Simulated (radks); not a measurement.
# Zr⁻ inside a hard spherical wall

What does compression do to the levels of Zr⁻? A hard sphere of shrinking radius stands in for pressure; the configuration is held at [Kr] 4d3 5s2.

Program: radks (a radial shooting solver on a logarithmic mesh, Libxc functionals) version 1. Level of theory: scalar-relativistic Kohn-Sham, LDA (Slater exchange, VWN5 correlation), spin-unpolarised, spherical densities, point nucleus. These are calculated values, not measurements, unless marked.

## Step 1: Starting point

- element: zirconium (Z = 40)
- charge: -1
- electrons: 41
- configuration: [Kr] 4d3 5s2

Outer shells as boxes (Hund's rule):

Zr⁻
```
[Kr] core
4d [↑ ][↑ ][↑ ][  ][  ]
5s [↑↓]
```

## Step 2: Wall at 20 bohr

The run's settings:

```text
Z 40
configuration [Kr] 4d3 5s2 5p0 6s0 4f0
relativity scalar-relativistic
functional lda,vwn5
spin unpolarised
nucleus point
wall 20 bohr
c 137.035999084
```

## Step 3: Wall at 15 bohr

Changes since step 2:

```diff
@@ -6,3 +6,3 @@
 nucleus point
-wall 20 bohr
+wall 15 bohr
 c 137.035999084
```

## Step 4: Wall at 12 bohr

Changes since step 3:

```diff
@@ -6,3 +6,3 @@
 nucleus point
-wall 15 bohr
+wall 12 bohr
 c 137.035999084
```

## Step 5: Wall at 10 bohr

Changes since step 4:

```diff
@@ -6,3 +6,3 @@
 nucleus point
-wall 12 bohr
+wall 10 bohr
 c 137.035999084
```

## Step 6: Wall at 6 bohr

Changes since step 5:

```diff
@@ -6,3 +6,3 @@
 nucleus point
-wall 10 bohr
+wall 6 bohr
 c 137.035999084
```

## Step 7: Wall at 3.5 bohr

Changes since step 6:

```diff
@@ -6,3 +6,3 @@
 nucleus point
-wall 6 bohr
+wall 3.5 bohr
 c 137.035999084
```

## Step 8: Wall at 3 bohr

Changes since step 7:

```diff
@@ -6,3 +6,3 @@
 nucleus point
-wall 3.5 bohr
+wall 3 bohr
 c 137.035999084
```

## Step 9: Wall at 2.5 bohr

Changes since step 8:

```diff
@@ -6,3 +6,3 @@
 nucleus point
-wall 3 bohr
+wall 2.5 bohr
 c 137.035999084
```

## Step 10: Wall at 2 bohr

Changes since step 9:

```diff
@@ -6,3 +6,3 @@
 nucleus point
-wall 2.5 bohr
+wall 2 bohr
 c 137.035999084
```

Before running it: what results should come out? Wanted: for each run, R; E − E(widest); ε(4d); ε(5p, empty); ε(6s, empty); ε(4f, empty); pressure.

The runs gave:

| R (bohr) | E − E(widest) (eV) | ε(4d) (eV) | ε(5p, empty) (eV) | ε(6s, empty) (eV) | ε(4f, empty) (eV) | pressure (GPa) |
| --- | --- | --- | --- | --- | --- | --- |
| 20 | 0.000 | 1.784 | 1.838 | 1.938 | 2.919 | 0.00115 |
| 15 | 0.041 | 2.029 | 2.228 | 2.885 | 4.401 | 0.00572 |
| 12 | 0.135 | 2.319 | 2.651 | 4.184 | 6.018 | 0.0369 |
| 10 | 0.372 | 2.765 | 3.254 | 6.051 | 7.866 | 0.178 |
| 6 | 5.412 | 6.596 | 8.730 | 21.716 | 18.004 | 10.3 |
| 3.5 | 57.435 | 21.457 | 39.106 | 95.617 | 45.961 | 482 |
| 3 | 109.47 | 31.198 | 62.293 | 146.36 | 60.679 | 1458 |
| 2.5 | 233.80 | 49.936 | 108.28 | 241.62 | 85.568 | 5315 |
| 2 | 577.24 | 91.100 | 210.12 | 442.24 | 132.98 | 24556 |

At the tightest wall, 2 bohr, the energy stands 577.24 eV above the widest wall (20 bohr) and the pressure, −dE/dV, is 24556 GPa. Of the levels in the table that exist at both ends, 6s (empty) rises most from the widest wall (20 bohr) (440.30 eV). From R = 20 bohr inwards the highest occupied level lies above zero, in an anion first from self-interaction, then from the wall. Shells are not refilled when levels cross, and a hard wall is a model, not a crystal.
